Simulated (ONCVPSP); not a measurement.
# Pseudopotential generation for Sm: ONCV, PBE

Do these settings give a usable potential? It is generated, then checked for transferability, scattering, ghosts and hardness.

Program: ONCVPSP 4.0.1. Reference atom: PBE, scalar-relativistic, spherical and spin-unpolarised. All values are calculated.

### Step 1. The design

The settings as typed:

```json
{"element": "samarium (Sm, Z = 62)", "type": "optimised norm-conserving Vanderbilt (ONCV)", "frozen core": "[Kr] 4d10", "valence charge": "16", "reference configuration": "4f5 5s2 5p6 5d1 6s2", "partial waves": "5s+6s: rc 1.95 bohr, ncon 5, nbas 10, qcut 4.9 1/bohr, 2 projectors; 5p: rc 2.35 bohr, ncon 4, nbas 8, qcut 6.2 1/bohr, 2 projectors, debl 1.6 Ha; 5d: rc 2.35 bohr, ncon 4, nbas 9, qcut 3.4 1/bohr, 2 projectors, debl 0.4 Ha; 4f: rc 1.20 bohr, ncon 4, nbas 9, qcut 11.6 1/bohr, 2 projectors, debl 2.3 Ha", "local potential": "polynomial inside 1.10 bohr (lpopt 4, dvloc0 0 Ha)", "core correction": "Teter function, fcfact 4.25, rcfact 1.15"}
```

The outer shells as boxes (Hund's rule for the drawing; the calculation is spin-unpolarised):

```
[Kr] core
4d [↑↓][↑↓][↑↓][↑↓][↑↓]
4f [↑ ][↑ ][↑ ][↑ ][↑ ][  ][  ]
5s [↑↓]
5p [↑↓][↑↓][↑↓]
5d [↑ ][  ][  ][  ][  ]
6s [↑↓]
```

The nodes and maxima of the atom's own shells, from an earlier all-electron run, set the scale for the radii.

All-electron outer shells of the reference configuration (PBE, scalar-relativistic, ld1.x):

```tsv
shell	level (eV)	outermost node (bohr)	outermost maximum (bohr)
4d	-135.45	0.28	0.58
5s	-46.72	0.68	1.25
5p	-26.00	0.73	1.42
4f	-7.96	–	0.61
6s	-3.99	1.67	3.48
5d	-2.74	0.83	2.01
6p	-1.34	1.99	4.64
```

### Step 2. Generating the potential

File Sm.dat:

```
# ATOM AND REFERENCE CONFIGURATION
# atsym  z   nc   nv     iexc    psfile
  Sm 62.00    9    5        4      upf
#
#   n    l    f
    1    0    2.00
    2    0    2.00
    2    1    6.00
    3    0    2.00
    3    1    6.00
    3    2   10.00
    4    0    2.00
    4    1    6.00
    4    2   10.00
    4    3    5.00
    5    0    2.00
    5    1    6.00
    5    2    1.00
    6    0    2.00
#
# PSEUDOPOTENTIAL AND OPTIMIZATION
# lmax
    3
#
#   l,   rc,      ep,       ncon, nbas, qcut
    0    1.95    0.00    5   10    4.90
    1    2.35    0.00    4    8    6.20
    2    2.35    0.00    4    9    3.40
    3    1.20    0.00    4    9   11.60
#
# LOCAL POTENTIAL
# lloc, lpopt,  rc(5),   dvloc0
    4    4    1.10    0.00
#
# VANDERBILT-KLEINMAN-BYLANDER PROJECTORs
# l, nproj, debl
    0    2    2.60
    1    2    1.60
    2    2    0.40
    3    2    2.30
#
# MODEL CORE CHARGE
# icmod, fcfact, rcfact
    3    4.25    1.15
#
# LOG DERIVATIVE ANALYSIS
# epsh1, epsh2, depsh
   -3.00    5.00    0.02
#
# OUTPUT GRID
# rlmax, drl
    6.00    0.01
#
# TEST CONFIGURATIONS
# ncnf
    4
# nvcnf
#   n    l    f
    5
    4    3    6.00
    5    0    2.00
    5    1    6.00
    5    2    0.00
    6    0    2.00
#
    5
    4    3    6.00
    5    0    2.00
    5    1    6.00
    5    2    0.00
    6    0    1.00
#
    5
    4    3    6.00
    5    0    2.00
    5    1    6.00
    5    2    0.00
    6    0    0.00
#
    6
    4    3    6.00
    5    0    2.00
    5    1    6.00
    5    2    0.00
    6    0    1.00
    6    1    1.00
#
```

The run is started by

```
$ oncvpsp.x < Sm.dat > Sm.out
```

What does the calculation give? Wanted: cutoffs for 1 and 0.1 mHa per electron, occupied waves; bound ghosts; GHOST(+) flags; largest test error; largest phase difference near zero energy, channels read; rms error of d²Exc/dn², without and with the model core.

The runs gave:

| quantity | value |
| --- | --- |
| cutoffs for 1 and 0.1 mHa per electron, occupied waves | 98 Ha and 237 Ha |
| bound ghosts | d at -6971.77 eV |
| GHOST(+) flags | s at 31 eV, p at 126 eV |
| largest test error (AE − PS) | -27 meV, for 4f6 5s2 5p6 5d0 6s1 |
| largest phase difference near zero energy, channels read | 0.000 rad |
| rms error of d²Exc/dn², without and with the model core | 7.33 and 4.22 mHa |

A bound ghost (d) makes it unfit for use: electrons can fall into a state that the atom doesn't have. By total energies transferability is fair: the largest error is 27 meV on 3.0 eV, for 4f6 5s2 5p6 5d0 6s1. By its cutoff, 98 Ha for the looser tolerance, it is very hard. At the looser tolerance the 4f wave is the slowest; 5s needs 12 Ha. Near zero energy the phases of the channels with partial waves agree within 0.001 rad. The program also flags highly localised states, GHOST(+) (s, p).
